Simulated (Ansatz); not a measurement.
## Be4CuSi, space group F-43m: a band structure, step by step

With the Ansatz DFT code, driven from Python.

The script reads `POSCAR`:
```text
Be4CuSi
1.0
   0.00000000    3.05927200    3.05927200
   3.05927200    0.00000000    3.05927200
   3.05927200    3.05927200    0.00000000
Be Si Cu
4 1 1
Direct
   0.37498133    0.37498133    0.37498133
   0.87505600    0.37498133    0.37498133
   0.37498133    0.37498133    0.87505600
   0.37498133    0.87505600    0.37498133
   0.00000000    0.00000000    0.00000000
   0.75000000    0.75000000    0.75000000
```

Interactive session:
```pycon
>>> import warnings
>>> import ansatz as az
>>> from ase.io import read
>>> import matplotlib.pyplot as plt
>>> import numpy as np
>>> warnings.simplefilter("ignore", az.DeckWarning)
>>> atoms = read("POSCAR", format="vasp")
>>> cell = az.Crystal.from_ase(atoms)
>>> cell.resolved().tree()["lattice"]
((0.0, 3.059272, 3.059272), (3.059272, 0.0, 3.059272), (3.059272, 3.059272, 0.0))
>>> # vertices of the path, as fractions of the reciprocal vectors
>>> path = [
...     ("K", (-0.375, 0.0, 0.375)),
...     ("G", (0.0, 0.0, 0.0)),
...     ("L", (0.0, 0.0, 0.5)),
...     ("W", (-0.5, -0.25, 0.25)),
...     ("X", (-0.5, -0.5, 0.0)),
... ]
>>> setup = (
...     cell.calculation()
...     .functional("lda")
...     .pseudopotentials("paw")
...     .basis(260)
...     .accuracy("medium")
...     .kpoints(4, center="gamma")
...     .occupations("Fermi-Dirac")
...     .scf(extra_bands=8)
...     .band_structure([point for _, point in path], intervals=4)
...     .scf(extra_bands=8)
... )
>>> with warnings.catch_warnings(record=True) as caught:
...     warnings.simplefilter("always")
...     done = setup.run(threads=1)
...
>>> print("warnings raised:", sorted(w.category.__name__ for w in caught) or "none")
warnings raised: ['DeckWarning', 'PlacementWarning']
>>> r = done.report
>>> sorted(key for key in r if key.endswith("_ev"))
['eigenvalues_ev', 'energy_sigma0_ev', 'entropy_ts_ev', 'fermi_energy_ev', 'free_energy_ev', 'gap_by_band_count_ev', 'harris_foulkes_ev', 'internal_energy_ev', 'lagrangian_above_aufbau_ev', 'lagrangian_ev', 'lagrangian_sigma0_ev', 'loop_eigenvalues_ev', 'loop_fermi_energy_ev', 'occupations_fermi_energy_ev', 'residual_norms_ev']
>>> type(done).__name__, type(r).__name__
('RunOutcome', 'dict')
>>> r["kpoints_frac"][:4]
[[0.0, 0.0, 0.0], [0.0, 0.0, 0.25], [0.0, 0.0, -0.5], [0.0, 0.25, 0.25]]
>>> n_atoms = len(r["lattice"]["sites"])
>>> print("F =", round(r["free_energy_ev"], 4), "eV for", n_atoms, "atoms")
F = -7514.9231 eV for 6 atoms
>>> print("E(sigma -> 0) =", round(r["energy_sigma0_ev"], 4), "eV, TS =", round(r["entropy_ts_ev"], 5), "eV")
E(sigma -> 0) = -7514.9016 eV, TS = 0.04304 eV
>>> print("closed by", r["closed_by"], "after", r["n_iterations"], "iterations")
closed by deck_thresholds after 6 iterations
>>> bands = done.band_structure()
>>> fermi = bands.fermi_energy_ev
>>> print(f"zero of the bands: {fermi:.3f} eV, the Fermi level found on the SCF mesh")
zero of the bands: 10.507 eV, the Fermi level found on the SCF mesh
>>> reciprocal = 2 * np.pi * np.linalg.inv(done.lattice.cell_ang).T
>>> steps = np.linalg.norm(np.diff(bands.kpoints_frac @ reciprocal, axis=0), axis=1)
>>> distance = np.concatenate([[0], np.cumsum(steps)])
>>> fig, ax = plt.subplots(figsize=(5, 4))
>>> for channel, colour in zip(bands.channels, ("C0", "C3")):
...     ax.plot(distance, channel.eigenvalues_ev - fermi, colour, lw=1)
...
[<matplotlib.lines.Line2D object at 0x...>, <matplotlib.lines.Line2D object at 0x...>, <matplotlib.lines.Line2D object at 0x...>, <matplotlib.lines.Line2D object at 0x...>, <matplotlib.lines.Line2D object at 0x...>, <matplotlib.lines.Line2D object at 0x...>, <matplotlib.lines.Line2D object at 0x...>, <matplotlib.lines.Line2D object at 0x...>, <matplotlib.lines.Line2D object at 0x...>, <matplotlib.lines.Line2D object at 0x...>, <matplotlib.lines.Line2D object at 0x...>, <matplotlib.lines.Line2D object at 0x...>, <matplotlib.lines.Line2D object at 0x...>, <matplotlib.lines.Line2D object at 0x...>, <matplotlib.lines.Line2D object at 0x...>, <matplotlib.lines.Line2D object at 0x...>, <matplotlib.lines.Line2D object at 0x...>, <matplotlib.lines.Line2D object at 0x...>, <matplotlib.lines.Line2D object at 0x...>, <matplotlib.lines.Line2D object at 0x...>, <matplotlib.lines.Line2D object at 0x...>, <matplotlib.lines.Line2D object at 0x...>, <matplotlib.lines.Line2D object at 0x...>, <matplotlib.lines.Line2D object at 0x...>]
>>> ax.set_xticks(distance[::4], [label for label, _ in path])
[<matplotlib.axis.XTick object at 0x...>, <matplotlib.axis.XTick object at 0x...>, <matplotlib.axis.XTick object at 0x...>, <matplotlib.axis.XTick object at 0x...>, <matplotlib.axis.XTick object at 0x...>]
>>> ax.set(ylim=(-6, 6), ylabel="E - E_F (eV)", xlim=(0, distance[-1]))
[(-6.0, 6.0), Text(0, 0.5, 'E - E_F (eV)'), (0.0, 3.218118247035301)]
>>> ax.grid(axis="x")
>>> fig.savefig("bands.png", dpi=100)
>>> first = bands.channels[0].eigenvalues_ev - fermi
>>> near = np.argsort(np.abs(first.mean(axis=0)))[:4]
>>> for band in sorted(near):
...     print(f"band {band + 1}: {first[:, band].min():.3f} to {first[:, band].max():.3f} eV")
...
band 14: -3.159 to -1.589 eV
band 15: -2.636 to 0.113 eV
band 16: -0.583 to 3.908 eV
band 17: -0.485 to 4.153 eV
```

Notes:
- The settings weren't tested for convergence.
- The cutoff lies under the one recommended for these potentials.
- The computed bands are complete only to about 4.9 eV above the Fermi level.
- For a metal this k-point mesh is coarse: on a finer one energies can move by several to tens of meV an atom and pressures by half a GPa or more, differences at one mesh by less.
- A gap by band count of zero or less means overlapping bands, a metal, and at an odd count of electrons it is no gap at all.
- This cell is a computed structure, which may not be the phase found in nature.
- Gaps and levels are Kohn-Sham values on a finite set of k-points.
- The script silences the warnings on its input, which a real study should read.
- The whole script took 2.6 s on 1 thread of AMD EPYC 7B13 (Zen 3), on a shared host, peak memory 0.45 GiB.
